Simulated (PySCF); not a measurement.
# C3H7AlFN: the cost of one run

Computed with PySCF 2.14.0, with density-fitted response routines of our own, on a single molecule in the gas phase. Atoms count from 0, in the outputs and in this text.

## Step 1: Starting geometry

13 atoms, charge 0, multiplicity 1; geometry from: GFN2-xTB. The atoms were then displaced at random by about 0.01 Å, so the start is not that level's minimum.

Bonds of the start (Å): F0–C1 1.34, C1–C2 1.54, C2–C3 1.48, C3–N4 1.11, N4–Al5 1.99, C1–H6 1.10, C1–H7 1.10, C2–H8 1.07, C2–H9 1.11, Al5–H10 1.58, Al5–H11 1.56, Al5–H12 1.59.

## Step 2: Relaxing the molecule at PBE0-D3(BJ)/def2-SVP

What the job is given:

```
{"job": {"xc": "PBE0", "basis": "def2-SVP", "d3": "d3bj", "grid": 1, "shake": 0.01, "kind": "geom"}, "charge": 0, "multiplicity": 1}
F     -3.152670    -0.579670     0.735420
C     -1.822120    -0.579330     0.573860
C     -1.350100     0.866380     0.353090
C      0.105770     0.886960     0.103030
N      1.196410     0.865820    -0.119060
Al     2.750580    -0.381830    -0.087020
H     -1.376970    -1.013790     1.482420
H     -1.578020    -1.198540    -0.296210
H     -1.862160     1.311400    -0.471440
H     -1.550500     1.467540     1.260410
H      2.838070    -0.440820     1.493230
H      3.876960     0.333340    -0.890350
H      1.930580    -1.554340    -0.783490
```

Launch:

```bash
$ OMP_NUM_THREADS=1 python probes_run.py task.json out
```

The driver reads the jobs from task.json and runs them one after another.

Q: Estimate the wall time and peak memory of this first job on 1 thread of Arm Neoverse V1, shared host.

About 56 s, with a peak of 0.49 GiB.
